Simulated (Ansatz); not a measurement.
# SiH4S + H2: a complex and its separated parts

Aim: how far the complex at one end of a reaction step lies below its separated, relaxed parts, level by level.

The runs use Ansatz 0.2.0, Gaussian basis; PBE0-D4/def2-TZVP structures, single points in def2-TZVPP, no counterpoise correction.

Levels: SPW92, PBE-D4, BLYP-D4, r2SCAN-D4, B97M-V, PBE0-D4, B3LYP-D4, r2SCAN0-D4, BHLYP-D4, CAM-B3LYP-D4, wB97X-V, wB97M-V, B2PLYP, PBE-QIDH, RPA on PBE, Hartree-Fock, MP2, CCSD, CCSD(T).

Cores are frozen in the correlated methods. B3LYP uses VWN-RPA correlation. B2PLYP carries no dispersion term here.

94 further runs of the same task are left out: 94 set aside as unsound or not needed.

**1. The starting structure**

The complex: 8 atoms, charge 0, spin multiplicity 1.

Atoms are counted from 1 here; the program's logs count them from 0.

Bond lengths: Si1–S2 2.139 Å, Si1–H3 1.485 Å, Si1–H4 1.482 Å, Si1–H5 1.485 Å, S2–H8 1.344 Å, H6–H7 0.747 Å. Angles: S2–Si1–H3 111.5°, S2–Si1–H4 104.9°, S2–Si1–H5 111.5°, H3–Si1–H4 110.1°, H3–Si1–H5 108.9°, H4–Si1–H5 110.0°, Si1–S2–H8 94.7°.

Coordinates:

```xyz
8
charge 0, multiplicity 1
Si   -0.9996   -0.3860    0.1407
S     0.4664    0.1527    1.6015
H    -0.3701   -0.9607   -1.0747
H    -1.6875    0.8832   -0.1947
H    -1.9753   -1.3638    0.6853
H     1.7801    1.2808   -1.0831
H     1.8251    1.4844   -1.8007
H     0.9611   -1.0905    1.7258
```

Its parts: SiH4S holds atoms 1, 2, 3, 4, 5, 8; H2 holds atoms 6, 7. Each part counts its atoms afresh in its own runs.

**2. Relaxing SiH4S alone**

The input, relax-a/in.yaml:

```yaml
crystal:
  periodic: [false, false, false]
  atoms:
    - {symbol: Si, position_ang: [-0.999647, -0.385998, 0.140693]}
    - {symbol: S, position_ang: [0.466384, 0.152688, 1.601496]}
    - {symbol: H, position_ang: [-0.370062, -0.960746, -1.074699]}
    - {symbol: H, position_ang: [-1.687496, 0.883243, -0.194749]}
    - {symbol: H, position_ang: [-1.975345, -1.363761, 0.685324]}
    - {symbol: H, position_ang: [0.961058, -1.090495, 1.725818]}
basis:
  gaussian: {orbitals: def2-TZVP}
hamiltonian: {xc: pbe0, dispersion: d4}
relax: {f_tol: 0.005, max_steps: 200}
```

Command:

```bash
> ansatz run in.yaml --threads 2 --pin off --events-out ev --progress --plain --max-ram 4352MiB
```

The runs that follow: Relaxing H2 alone; SPW92/def2-TZVPP; PBE-D4/def2-TZVPP; BLYP-D4/def2-TZVPP; r2SCAN-D4/def2-TZVPP; B97M-V/def2-TZVPP; PBE0-D4/def2-TZVPP; B3LYP-D4/def2-TZVPP; r2SCAN0-D4/def2-TZVPP; BHLYP-D4/def2-TZVPP; CAM-B3LYP-D4/def2-TZVPP; wB97X-V/def2-TZVPP; wB97M-V/def2-TZVPP; B2PLYP/def2-TZVPP; PBE-QIDH/def2-TZVPP; RPA on PBE/def2-TZVPP; CCSD(T)/def2-TZVPP; Vibrations of SiH4S; Vibrations of H2.

Q: Predict the outcome of this session. Wanted: complex less parts, CCSD(T)/def2-TZVPP; with zero-point energy; largest T1 diagnostic.

The runs gave:

```
                              quantity       value
complex less parts, CCSD(T)/def2-TZVPP  -0.0186 eV
                with zero-point energy  +0.0204 eV
                 largest T1 diagnostic       0.011
```

**Reading.** At CCSD(T) the complex lies 0.0186 eV below its parts. r2SCAN-D4 is the best functional here (+0.0001 eV from CCSD(T)); SPW92 is the worst (-0.0445 eV). Mean unsigned error by rung: LDA 0.0445, GGA 0.0135, meta-GGA 0.0047, hybrid 0.0099, range-separated hybrid 0.0095, double hybrid 0.0076 eV. PBE-D4 gives a relative energy 0.0222 eV too low, an error of 119 % of the reference. No counterpoise was applied, and triple zeta lacks some correlation, so the CCSD(T) reference has a basis error of its own, and close matches with it are partly luck.
